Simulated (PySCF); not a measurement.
**NbNBr2: structure of the singlet**

Where does singlet NbNBr2 go from a T-shaped (ligand arrangement 2) start, is the end point a minimum, and what are its modes, charges and moments?

Computed with PySCF 2.14.0. Level: PBE0, basis Nb def2-SVP with ECP28, N def2-SVP, Br def2-SVP, scalar-relativistic core potentials, no spin–orbit coupling, density fitting.

## Step 1: Starting geometry

4 atoms, charge 0, spin multiplicity 1.

Bond lengths: Nb1–N2 1.850 Å, Nb1–Br3 2.610 Å, Nb1–Br4 2.610 Å. Angles: N2–Nb1–Br3 88.0°, N2–Nb1–Br4 88.0°, Br3–Nb1–Br4 176.0°.

```xyz
4
charge 0 multiplicity 1
Nb    0.0000    0.0000   -0.1522
N     0.0000    0.0000    1.6978
Br    2.6084    0.0000   -0.0611
Br   -2.6084    0.0000   -0.0611
```

## Step 2: T-shaped (ligand arrangement 2) start, singlet: relaxation

The steps below are one call of a driver around PySCF. For each, scf.py gives the equivalent set-up of the SCF; relaxations use the driver's own optimiser. Before each start the driver seeks the lowest SCF state from one or more starting densities and follows internal instabilities, so scf.py alone need not reach the same state.

The program finds C2v symmetry in the start, which this walk keeps.

The input, scf.py:

```python
from pyscf import gto, scf, dft
mol = gto.M(atom='''
Nb     0.000000     0.000000    -0.152163
N      0.000000     0.000000     1.697837
Br     2.608400    -0.000000    -0.061063
Br    -2.608400     0.000000    -0.061063''',
    basis={'Nb': 'def2-SVP', 'N': 'def2-SVP', 'Br': 'def2-SVP'},
    ecp={'Nb': 'def2-SVP'},
    charge=0, spin=0)
mf = dft.RKS(mol, xc='PBE0')
mf.grids.atom_grid = (50, 194)
aux = {'Nb': 'def2-universal-JKFIT', 'N': 'def2-universal-JKFIT', 'Br': 'def2-universal-JKFIT'}
mf = mf.density_fit(auxbasis=aux)
mf.kernel()
```

The runs that follow: Frequencies; Downhill along the imaginary mode; Is it a minimum? Harmonic modes.

Q: Predict the outcome of this session. Wanted: minimum; geometry; wavenumbers; dipole moment; highest occupied, lowest empty level; polar-tensor charge of Nb1; zero-point energy; atomisation energy.

The runs gave:

| quantity | value |
| --- | --- |
| minimum | singlet, Cs |
| geometry | Nb–Br 2.465 Å (×2), Nb–N 1.639 Å; Br–Nb–Br 119.1°, Br–Nb–N 107.8° (×2) |
| wavenumbers (cm⁻¹) | 52 (a'), 145 (a'), 213 (a''), 265 (a'), 342 (a''), 1159 (a') |
| dipole moment | 3.99 D |
| highest occupied, lowest empty level | -8.07, -3.95 eV |
| polar-tensor charge of Nb1 | +1.67 e |
| zero-point energy | 13.0 kJ/mol |
| entropy at 298.15 K | 355.2 J/(mol K) |
| atomisation energy (no zero-point energy) | 1347 kJ/mol |

In words: The T-shaped (ligand arrangement 2) start (C2v) ends in a minimum of Cs symmetry, after a first stop at a saddle point 7.2 kJ/mol higher, from which it was pushed off along an imaginary mode. The strongest infrared band lies at 1159 cm⁻¹ (a', stretch). Other starts or spin states, not run here, may lie lower. The soft modes, below some 90 cm⁻¹, carry numerical noise of tens of cm⁻¹, and the entropy with them.
